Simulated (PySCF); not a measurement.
# C8H5F13: the cost of one run

Computed with PySCF 2.14.0 and routines of our own; the level stands in each step. Atoms count from 0.

## (1) The starting structure

26 atoms, charge 0, multiplicity 1; geometry from: GFN2-xTB.

## (2) Electronic excitations: TDA wB97X-D/6-31G*

The job: settings as JSON, then the geometry in Å.

```
{"job": {"kind": "uv", "basis": "6-31G*", "grid": 1, "kgrid": 0, "vcut": 1.5, "nstates": 5, "ntriplets": 2, "tda": true, "delta": ["ip_vertical"], "pop": false, "xc": "wB97X-D"}, "charge": 0, "multiplicity": 1}
C      3.960760     0.634560    -0.844294
C      3.069113    -0.381760    -0.137666
C      1.606110     0.022240    -0.251322
F      1.221194     0.158997    -1.541599
F      1.393980     1.228253     0.329380
C      0.661831    -1.006091     0.442677
F      0.884127    -0.974968     1.770758
F      0.987492    -2.251527     0.036307
C     -0.867695    -0.837016     0.178917
F     -1.118112    -1.050080    -1.125068
F     -1.508362    -1.806611     0.859269
C     -1.463702     0.547787     0.573616
F     -0.953134     0.949343     1.749403
F     -1.112688     1.458253    -0.348460
C     -3.019796     0.565244     0.708712
F     -3.377629     1.816420     1.048384
F     -3.404189    -0.238683     1.712686
C     -3.815398     0.172284    -0.575911
F     -3.780431    -1.139604    -0.776257
F     -5.084636     0.531164    -0.435035
F     -3.332938     0.775022    -1.655656
H      3.819040     1.624431    -0.418228
H      5.001307     0.347969    -0.726420
H      3.725288     0.674347    -1.904808
H      3.310099    -0.435132     0.925609
H      3.185743    -1.371271    -0.581459
```

Level: TDA wB97X-D/6-31G*, vertical, gas phase, core orbitals frozen in the response, virtual orbitals cut by energy.

Launch:

```sh
$ OMP_NUM_THREADS=1 python large_run.py task.json out
```

One launch serves the whole session: the jobs run in the order shown.

Q: Estimate the wall time and peak memory of this first job on 1 thread of Intel Xeon 6975P-C, shared host.

About 44 s, with a peak of 0.57 GiB.
